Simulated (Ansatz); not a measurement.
**BLYP/def2-SVP (core potential) run of CH5FOSn (SMILES FC[O][SnH3])**

What is the energy change on altering one bond length of CH5FOSn at BLYP/def2-SVP (core potential)? 

The results are computed with Ansatz 0.2.0.

117 further runs of the same task are left out: 117 set aside as unsound or not needed. Runs told in other sessions of the task aren't counted.

### 1 Starting point

CH5FOSn has 9 atoms, charge 0, and is taken as a singlet. As SMILES, `FC[O][SnH3]`. The coordinates come from a PBE0-D4/def2-TZVP relaxation. This is one conformer, not always the lowest.

Bond lengths: F1–C2 1.398 Å, C2–O3 1.354 Å, O3–Sn4 1.991 Å, C2–H5 1.100 Å, C2–H6 1.095 Å, Sn4–H7 1.705 Å, Sn4–H8 1.700 Å, Sn4–H9 1.699 Å. Some angles: F1–C2–O3 110.7°, C2–O3–Sn4 118.4°, F1–C2–H5 105.2°, F1–C2–H6 106.7°, O3–C2–H5 113.4°, O3–C2–H6 109.7°, O3–Sn4–H7 106.3°, O3–Sn4–H8 101.6°, O3–Sn4–H9 108.3°, H5–C2–H6 110.9°.

### 2 A single-point energy at BLYP/def2-SVP (core potential)

The input, input.yaml:

```yaml
crystal:
  periodic: [false, false, false]
  atoms:
    - {symbol: F, position_ang: [-0.596800, 1.754200, 0.031500]}
    - {symbol: C, position_ang: [-1.291500, 0.566100, 0.277800]}
    - {symbol: O, position_ang: [-0.736000, -0.463400, -0.405000]}
    - {symbol: Sn, position_ang: [1.239300, -0.701500, -0.319700]}
    - {symbol: H, position_ang: [-1.258800, 0.434000, 1.369300]}
    - {symbol: H, position_ang: [-2.319100, 0.724600, -0.066100]}
    - {symbol: H, position_ang: [1.690100, -0.390300, 1.294800]}
    - {symbol: H, position_ang: [1.407800, -2.333100, -0.765300]}
    - {symbol: H, position_ang: [1.953500, 0.363100, -1.434400]}
basis:
  gaussian: {orbitals: def2-SVP}
hamiltonian: {xc: {name: BLYP}}
accuracy: high
output: {orbitals: {seedname: orbitals}}
```

Run with:

```sh
$ ansatz run input.yaml --threads 1 --pin off --max-ram 3480MiB --events-out events.jsonl --progress --plain --runs-dir runs
```

Standard output:

```text
Warning: RAYON_NUM_THREADS=1 ignored (pool sized by the plan → 1); use --threads N
Functional definition: BLYP
  name "BLYP"
  parameter beta = 0.0042
  parameter a = 0.04918
  parameter b = 0.132
  parameter c = 0.2533
  parameter d = 0.349
  exchange = b88_x(beta = beta)
  correlation = lyp_c(a = a, b = b, c = c, d = d)
2278 factors; integrals over basis functions are off by at most 3.5e-9 eV
mean field evaluation 1: about -11699.4453 eV, gradient 5.6e1 eV
mean field evaluation 2: about -11649.9088 eV, gradient 1.6e2 eV
mean field evaluation 4: about -11705.2282 eV, gradient 1.6e1 eV
mean field evaluation 8: about -11705.6129 eV, gradient 2.6e-1 eV
mean field evaluation 16: about -11705.6130 eV, gradient 3.8e-5 eV
mean field -11705.61303564 eV, -430.1733447102 hartree, gradient 5.6e-8 eV, S^2 0.000000; 0 other end points of the search recorded, 0 dependent functions left out
reference -11705.61309556 eV, -430.1733469122 hartree; 25, 25 occupied and 68, 68 virtual orbitals, 2278 factors
Total energy: -11705.61309556 eV, -430.1733469122 hartree
```

Run time: 9 s. Hardware: 1 thread of Arm Neoverse V1, shared host; peak memory 0.26 GiB.

### 3 The distorted shape at the same level

The input, run.yaml:

```yaml
crystal:
  periodic: [false, false, false]
  atoms:
    - symbol: F
      position_ang: [-1.453832, 0.476691, 1.369128]
    - symbol: C
      position_ang: [-2.148532, -0.711409, 1.615428]
    - symbol: O
      position_ang: [-1.593032, -1.740909, 0.932628]
    - symbol: Sn
      position_ang: [0.382268, -1.979009, 1.017928]
    - symbol: H
      position_ang: [-2.115832, -0.843509, 2.706928]
    - symbol: H
      position_ang: [-3.176132, -0.552909, 1.271528]
    - symbol: H
      position_ang: [0.833068, -1.667809, 2.632428]
    - symbol: H
      position_ang: [0.550768, -3.610609, 0.572328]
    - symbol: H
      position_ang: [1.953500, 0.363100, -1.434400]
basis:
  gaussian:
    orbitals: def2-SVP
output: {orbitals: {seedname: orbitals}}
total_charge: 0
accuracy: high
hamiltonian:
  xc: {name: BLYP}
```

Run with:

```sh
$ ansatz run run.yaml --threads 1 --pin off --max-ram 3480MiB --events-out events.jsonl --progress --plain --runs-dir runs
```

Standard output:

```text
Warning: RAYON_NUM_THREADS=1 ignored (pool sized by the plan → 1); use --threads N
[... 9 set-up lines as earlier in the session ...]
2232 factors; integrals over basis functions are off by at most 7.2e-9 eV
mean field evaluation 1: about -11692.9791 eV, gradient 5.8e1 eV
mean field evaluation 2: about -11605.3473 eV, gradient 1.8e2 eV
mean field evaluation 4: about -11693.4766 eV, gradient 4.0e1 eV
mean field evaluation 8: about -11699.5911 eV, gradient 1.6e1 eV
mean field evaluation 16: about -11702.1319 eV, gradient 1.2e-5 eV
mean field -11702.13185081 eV, -430.0454135273 hartree, gradient 2.9e-8 eV, S^2 0.000000; 0 other end points of the search recorded, 0 dependent functions left out
reference -11702.13191659 eV, -430.0454159448 hartree; 25, 25 occupied and 68, 68 virtual orbitals, 2232 factors
Total energy: -11702.13191659 eV, -430.0454159448 hartree
```

Wall time 10 s (1 thread of Arm Neoverse V1, shared host); peak memory 0.25 GiB.

### 4 What came out

Level: BLYP/def2-SVP (core potential).

```
                                                          quantity          value
                                         first shape: total energy  -430.17335 Eh
                                          first shape: HOMO energy       -6.11 eV
                                          first shape: LUMO energy       -0.89 eV
                                        first shape: HOMO–LUMO gap        5.23 eV
                                     distorted shape: total energy  -430.04542 Eh
                                      distorted shape: HOMO energy       -5.44 eV
                                      distorted shape: LUMO energy       -4.63 eV
                                    distorted shape: HOMO–LUMO gap        0.81 eV
energy change with the Sn4–H9 bond stretched from 1.699 to 3.737 Å       3.481 eV
```

**Reading.** One bond (distorted shape) is far stretched, which a spin-restricted single reference describes badly; a broken-symmetry solution may lie lower. With the Sn4–H9 bond stretched from 1.699 to 3.737 Å the energy rises by 3.48 eV (80 kcal/mol). The first shape isn't relaxed at this level, so the change isn't measured from a minimum. A restricted reference can't describe the breaking bond well at this length.
